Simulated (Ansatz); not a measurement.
# CH₄BClO: one species, many methods

The task here is to estimate one member of a computed series from the others.

Computed with Ansatz 0.2.0, Gaussian basis. Level: functionals in def2-TZVPP, the program's frozen cores in correlated methods.

Plan: LDA (SPW92), PBE-D4, revPBE-D4, BLYP-D4, r2SCAN-D4, B97M-V, PBE0-D4, B3LYP-D4, r2SCANh-D4, r2SCAN0-D4, HSE06-D4, BHLYP-D4, CAM-B3LYP-D4, LC-ωPBE, ωB97X-V, ωB97M-V, B2PLYP, PBE-QIDH; CCSD(T)/def2-SVP; CCSD(T)/def2-TZVPP; MP2/def2-QZVPP; extrapolation to the limit; RPA on PBE.

## The relaxed structure

All runs share one geometry, relaxed beforehand with PBE0-D4 in a triple-zeta def2 set.

SMILES `OCBCl`, 8 atoms, charge 0, spin multiplicity 1.

Atoms are counted from 1 here; the program's logs count them from 0.

Bond lengths: O1–C2 1.404 Å, O1–H5 0.962 Å, C2–B3 1.549 Å, C2–H6 1.104 Å, C2–H7 1.105 Å, B3–Cl4 1.749 Å, B3–H8 1.191 Å. Angles: C2–O1–H5 108.3°, O1–C2–B3 119.2°, O1–C2–H6 109.9°, O1–C2–H7 110.0°, B3–C2–H6 106.6°, B3–C2–H7 106.4°, H6–C2–H7 103.7°, C2–B3–Cl4 120.1°, C2–B3–H8 122.1°, Cl4–B3–H8 117.8°.

Set-up of the first run:

File in.yaml:

```yaml
crystal:
  periodic: [false, false, false]
  atoms:
    - {symbol: O, position_ang: [-0.148169, 1.470384, -0.546489]}
    - {symbol: C, position_ang: [0.482695, 0.442309, 0.172681]}
    - {symbol: B, position_ang: [-0.148033, -0.972955, 0.177082]}
    - {symbol: Cl, position_ang: [-1.622240, -1.278127, -0.713993]}
    - {symbol: H, position_ang: [-0.932684, 1.106443, -0.968729]}
    - {symbol: H, position_ang: [0.598350, 0.738912, 1.229911]}
    - {symbol: H, position_ang: [1.522607, 0.318457, -0.178692]}
    - {symbol: H, position_ang: [0.339572, -1.882522, 0.772431]}
basis:
  gaussian: {orbitals: def2-TZVPP}
hamiltonian: {xc: lda}
output: {orbitals: {seedname: orbitals}}
```

Run with:

```
> ansatz run in.yaml --threads 2 --pin off --events-out ev --progress --plain --max-ram 4352MiB
```

Among the steps run: LDA; PBE-D4 (GGA); revPBE-D4 (GGA); BLYP-D4 (GGA); r2SCAN-D4 (meta-GGA); B97M-V (meta-GGA); B3LYP-D4 (hybrid); r2SCANh-D4 (hybrid); r2SCAN0-D4 (hybrid); HSE06-D4 (hybrid); BHLYP-D4 (hybrid); CAM-B3LYP-D4 (range-separated); LC-ωPBE (range-separated); ωB97X-V (range-separated); ωB97M-V (range-separated); B2PLYP (double hybrid); PBE-QIDH (double hybrid).

One table of the session follows, with a row left open; its other results are not shown here.

It belongs to the step «Orbital energies across the functionals». 

```
  functional  HOMO (eV)  LUMO (eV)  gap (eV)
 LDA (SPW92)      -6.60      -2.70      3.90
      PBE-D4      -6.45      -2.45      4.00
   revPBE-D4      -6.39      -2.34      4.05
     BLYP-D4      -6.35      -2.29      4.06
   r2SCAN-D4      -6.81      -2.10      4.70
      B97M-V          ?          ?         ?
     PBE0-D4      -8.12      -1.47      6.65
    B3LYP-D4      -7.86      -1.69      6.17
  r2SCANh-D4      -7.43      -1.77      5.67
  r2SCAN0-D4      -8.38      -1.26      7.12
    HSE06-D4      -7.71      -1.86      5.85
    BHLYP-D4      -9.74      -0.40      9.35
CAM-B3LYP-D4      -9.60      -0.34      9.26
     LC-ωPBE     -10.96       0.84     11.80
     ωB97X-V     -10.63       0.77     11.40
     ωB97M-V     -10.56       0.56     11.12
```

**Question.** Estimate the row for B97M-V.

As computed: HOMO (eV): -6.95; LUMO (eV): -2.09; gap (eV): 4.86. In the column «HOMO (eV)» it lies between r2SCANh-D4 (-7.43) and r2SCAN-D4 (-6.81).
